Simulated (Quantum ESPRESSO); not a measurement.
Sb2Pt (Geversite) under changes of volume

One of the cells (22.281 Å³/atom); the others are scaled copies at fixed shape and fractional positions:

```
CELL_PARAMETERS angstrom
6.44230 0.00000 0.00000
0.00000 6.44230 0.00000
0.00000 0.00000 6.44230
ATOMIC_POSITIONS crystal
Pt 0.00000 0.50000 0.50000
Pt 0.50000 0.50000 0.00000
Pt 0.50000 0.00000 0.50000
Pt 0.00000 0.00000 0.00000
Sb 0.37530 0.12470 0.87530
Sb 0.12470 0.87530 0.37530
Sb 0.87530 0.37530 0.12470
Sb 0.62470 0.62470 0.62470
Sb 0.62470 0.87530 0.12470
Sb 0.87530 0.12470 0.62470
Sb 0.12470 0.62470 0.87530
Sb 0.37530 0.37530 0.37530
```

| Property | Result |
| --- | --- |
| Program | Quantum ESPRESSO 7.5 |
| Functional | LDA |
| Potentials or basis | GBRV 1.5 LDA |
| Cutoff | 612 eV |
| Density cutoff | 4898 eV |
| k mesh | 3 × 3 × 3 |
| Occupations | fermi-dirac, width 0.05 eV |
| Spin | no spin polarisation |

| volume (Å³/atom) | energy over the lowest point (meV/atom) | pressure (GPa) |
| --- | --- | --- |
| 20.944 | 26.76 | 7.6 |
| 21.390 | 9.44 | 4.2 |
| 21.836 | 0.81 | 1.3 |
| 22.281 | 0.00 | -1.3 |
| 22.727 | 6.00 | -3.6 |
| 23.173 | ? | ? |
| 23.618 | 35.62 | -7.5 |

Problem. What does the run at 23.173 Å³/atom give?

Solution. Energy over the lowest point 18.14 meV/atom; pressure -5.7 GPa.

Worked out: A Birch-Murnaghan fit of order 3 (a polynomial in V^(-2/3)) to the other rows has its minimum at 22.11 Å³/atom with B0 = V·E''(V) = 128 GPa and B' = 4.9 at fixed shape and positions, which overstates the stiffness. It gives 18.13 meV/atom at 23.173 Å³/atom, against the run's 18.14, and -dE/dV = -5.4 GPa, against -5.7.

Energies are extrapolated to zero smearing.
